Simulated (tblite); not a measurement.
# C4H10B2FP: the cost of one run

Computed with tblite 0.8.0 and PySCF 2.14.0, with density-fitted response routines of our own, on a single molecule in the gas phase. Atoms count from 0, in the outputs and in this text.

## (1) The molecule as given

18 atoms, charge 0, multiplicity 1; geometry from: force field or distance geometry start.

Bonds of the start (Å): B0–P1 1.94, P1–B2 1.94, B2–C3 1.59, C3–C4 1.51, C4–C5 1.53, C5–F6 1.37, C5–C7 1.53, C7–C3 1.52, B0–H8 1.19, B0–H9 1.18, P1–H10 1.45, B2–H11 1.19, C3–H12 1.13, C4–H13 1.12, C4–H14 1.11, C5–H15 1.11, C7–H16 1.10, C7–H17 1.11.

## (2) Relaxing the molecule with GFN2-xTB

What the job is given:

```
{"job": {"kind": "relax", "xc": "GFN2-xTB", "basis": "xTB"}, "charge": 0, "multiplicity": 1}
B      3.594000    -0.391500    -0.342800
P      2.136800     0.666500     0.372200
B      0.742000    -0.492000     1.058400
C     -0.735200     0.031200     0.791600
C     -0.908900     0.854000    -0.460200
C     -2.322500     0.268500    -0.495000
F     -2.860500     0.112900    -1.742500
C     -1.651000    -0.966300     0.105700
H      4.522200    -0.580900     0.375500
H      3.692300    -0.471000    -1.512800
H      1.619800     1.586900    -0.625800
H      0.920900    -1.193200     1.999900
H     -1.241000     0.496500     1.692900
H     -0.295600     0.466500    -1.318300
H     -0.860300     1.951200    -0.329300
H     -3.001900     0.759700     0.240000
H     -2.269600    -1.531900     0.820600
H     -1.090300    -1.560800    -0.641700
```

Launch:

```console
> OMP_NUM_THREADS=1 python probes_run.py task.json out
```

One launch serves the whole session: the jobs run in the order shown.

**Question.** How long does this first job take on 1 thread of Intel Xeon at 2.50GHz, shared host, and how much memory does it need?

About 1.4 s, with a peak of 0.18 GiB.
